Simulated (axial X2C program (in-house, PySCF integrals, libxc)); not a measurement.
**Linear FTaF at several levels**

One table from this session's results is given with a row withheld; the runs are named, their logs left out.

Program: an in-house X2C program for linear molecules on PySCF integrals. Level of theory: all-electron X2C, two-component (2c) or spin-free, F dyall-av3z, Ta dyall-v3z. These are calculated values, not measurements.

All values are calculated.

2 further runs of the same task are left out: 2 set aside as unsound or not needed.

The first run:

The input, task.json:

```json
{"zs": [9, 73, 9], "q": 0, "bas": ["dyall-av3z", "dyall-v3z", "dyall-av3z"], "r0": [2.1, 2.1], "symm": 1, "scan": ["PBE0", "HF", "LDA"], "levels": ["PBE0", "HF", "B3LYP"], "nst": 2}
```

Keys: zs atomic numbers; q charge; bas basis sets; r0 starting distance in Å; symm equal bonds; scan levels of the two-bond scan (MP2 follows by itself at each HF point); levels methods; nst determinants followed.

Command:

```console
$ python solin.py task.json out
```

Masses F 18.998, Ta 180.948, F 18.998 u.

Among the steps run: Scan at PBE0, 2c; Scan at HF, 2c; Scan at LDA, 2c.

One table of the session follows, with a row left open; its other results are not shown here.

```
          level  r(F–Ta) (Å)  r(Ta–F) (Å)  lower stretch (cm⁻¹)  upper stretch (cm⁻¹)
       PBE0, 2c        1.875        1.875                 650.8                 673.5
         HF, 2c            ?            ?                     ?                     ?
        LDA, 2c        1.855        1.855                 667.9                 685.3
        MP2, 2c        1.883        1.883                 649.3                 675.0
PBE0, spin-free        1.875        1.875                 651.8                 674.6
  HF, spin-free        1.891        1.891                 650.9                 673.4
 LDA, spin-free        1.855        1.855                 669.0                 686.6
 MP2, spin-free        1.883        1.883                 650.3                 676.5
```

Estimate the missing values for HF, 2c.

The run gave: r(F–Ta) (Å): 1.891; r(Ta–F) (Å): 1.891; lower stretch (cm⁻¹): 649.7; upper stretch (cm⁻¹): 672.2.

Scans not shown above were run alike.

MP2 freezes inner shells (threshold -2 hartree). The molecule was held linear; bending was not examined, so a bent shape may lie lower. Note: several unpaired electrons, one determinant need not be a pure state.
